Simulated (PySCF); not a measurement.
**C4H4BrN3O: electronic excitations**

Aim: predict the electronic excitations of C4H4BrN3O (`COc1ncnnc1Br`).

Computed with PySCF 2.14.0, with density-fitted response routines of our own, on a single molecule in the gas phase. Atoms are numbered from 0 throughout.

**1. The molecule as given**

13 atoms, charge 0, multiplicity 1; geometry from: GFN2-xTB.

Bonds of the start (Å): C0–O1 1.42, O1–C2 1.31, C2–N3 1.32, N3–C4 1.33, C4–N5 1.31, N5–N6 1.31, N6–C7 1.30, C7–Br8 1.88, C7–C2 1.42, C0–H9 1.09, C0–H10 1.09, C0–H11 1.09, C4–H12 1.08.

**2. TDDFT and polarisability: PBE0/def2-SVPD**

Job settings and geometry (Å):

```
{"job": {"kind": "uv", "xc": "PBE0", "basis": "def2-SVPD", "nstates": 8, "ntriplets": 3}, "charge": 0, "multiplicity": 1}
C     -1.970631    -0.877951    -0.531316
O     -1.341790     0.372140    -0.291319
C     -0.063014     0.344498     0.010189
N      0.614568    -0.785818     0.088113
C      1.907545    -0.674972     0.399249
N      2.553690     0.438383     0.632361
N      1.895273     1.571934     0.561828
C      0.628243     1.561786     0.262957
Br    -0.291632     3.197185     0.165636
H     -1.495275    -1.388085    -1.370978
H     -3.008352    -0.648345    -0.759266
H     -1.901207    -1.514382     0.352625
H      2.468194    -1.595887     0.462192
```

Method: TDDFT PBE0/def2-SVPD, vertical, gas phase, core orbitals frozen in the response.

Started as:

```console
> OMP_NUM_THREADS=1 python probes_run.py task.json out
```

This one command runs all jobs of the session in turn.

What will the session give for the following? lowest singlet (PBE0/def2-SVPD); brightest single state of those computed; lowest triplet. Wanted: lowest singlet; brightest single state of those computed; lowest triplet.

The runs gave:

| quantity | value |
| --- | --- |
| lowest singlet (PBE0/def2-SVPD) | 3.49 eV (355 nm), f = 0.003 |
| brightest single state of those computed | state 3, 4.93 eV, f = 0.106 |
| lowest triplet | 2.82 eV |

The first singlet state (HOMO→LUMO 1.00) lies at 3.49 eV and is weak; of the 8 states computed, the strongest absorption comes from state 3 at 4.93 eV. The lowest triplet lies 0.67 eV below the lowest singlet (triplets in Tamm-Dancoff, singlets in full TDDFT).
